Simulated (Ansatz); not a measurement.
# CH4GeSi: one structure at several levels

An exercise on one series of results from a longer session: the logs are not shown, and one member is left open.

The runs use Ansatz 0.2.0, Gaussian basis; single points in def2-TZVPP.

Cores are frozen in the correlated methods. Filled d shells of the heavier atoms are correlated. B3LYP uses VWN-RPA correlation.

### Starting geometry

7 atoms, charge 0, spin multiplicity 1.

Atoms are counted from 1 here; the program's logs count them from 0.

Bond lengths: C1–Si2 1.691 Å, C1–H4 0.946 Å, Si2–Ge3 2.213 Å, Ge3–H5 1.541 Å, Ge3–H6 1.528 Å, Ge3–H7 1.692 Å. Angles: Si2–C1–H4 132.6°, C1–Si2–Ge3 154.3°, Si2–Ge3–H5 121.9°, Si2–Ge3–H6 126.7°, Si2–Ge3–H7 114.1°, H5–Ge3–H6 97.4°, H5–Ge3–H7 86.5°, H6–Ge3–H7 101.8°.

Geometry (Å):

```xyz
7
CH4GeSi
C    -0.8869   -2.4325    0.4801
Si   -0.4026   -0.9443   -0.1610
Ge    0.2564    1.1641   -0.0301
H    -1.3333   -3.1768    0.1041
H     0.2030    2.1117   -1.2437
H    -0.1508    2.1835    1.0323
H     1.9351    1.3670   -0.0772
```

The first run:

run/in.yaml reads:

```yaml
crystal:
  periodic: [false, false, false]
  atoms:
    - {symbol: C, position_ang: [-0.886900, -2.432500, 0.480100]}
    - {symbol: Si, position_ang: [-0.402600, -0.944300, -0.161000]}
    - {symbol: Ge, position_ang: [0.256400, 1.164100, -0.030100]}
    - {symbol: H, position_ang: [-1.333300, -3.176800, 0.104100]}
    - {symbol: H, position_ang: [0.203000, 2.111700, -1.243700]}
    - {symbol: H, position_ang: [-0.150800, 2.183500, 1.032300]}
    - {symbol: H, position_ang: [1.935100, 1.367000, -0.077200]}
basis:
  gaussian: {orbitals: def2-TZVPP}
correlation: {method: ccsd_t}
output: {forces: true}
```

No record of the launch command was kept for these runs.

Among the steps run: CCSD(T)/def2-TZVPP; PBE0-D4/def2-TZVPP; wB97M-V/def2-TZVPP; r2SCAN-D4/def2-TZVPP; PBE-D4/def2-TZVPP; B3LYP-D4/def2-TZVPP; CAM-B3LYP-D4/def2-TZVPP.

One of the session's tables, all rows but one given; the rest of the session is left out.

| method | RMS force component (eV/Å) | angle to CCSD(T) forces (°) | dipole (D) |
| --- | --- | --- | --- |
| CCSD(T) | 2.764 | reference | 1.33 |
| PBE0-D4 | 2.934 | 5.7 | 1.87 |
| wB97M-V | 3.005 | 7.7 | 2.00 |
| r2SCAN-D4 | 2.843 | 4.4 | 1.77 |
| PBE-D4 | 2.809 | 4.7 | 1.74 |
| B3LYP-D4 | 2.856 | 5.1 | 1.79 |
| CAM-B3LYP-D4 | ? | ? | ? |

**Question.** Estimate the row for CAM-B3LYP-D4.

As computed: RMS force component (eV/Å): 3.004; angle to CCSD(T) forces (°): 7.9; dipole (D): 2.00. In the column «RMS force component (eV/Å)» it lies between PBE0-D4 (2.934) and wB97M-V (3.005).
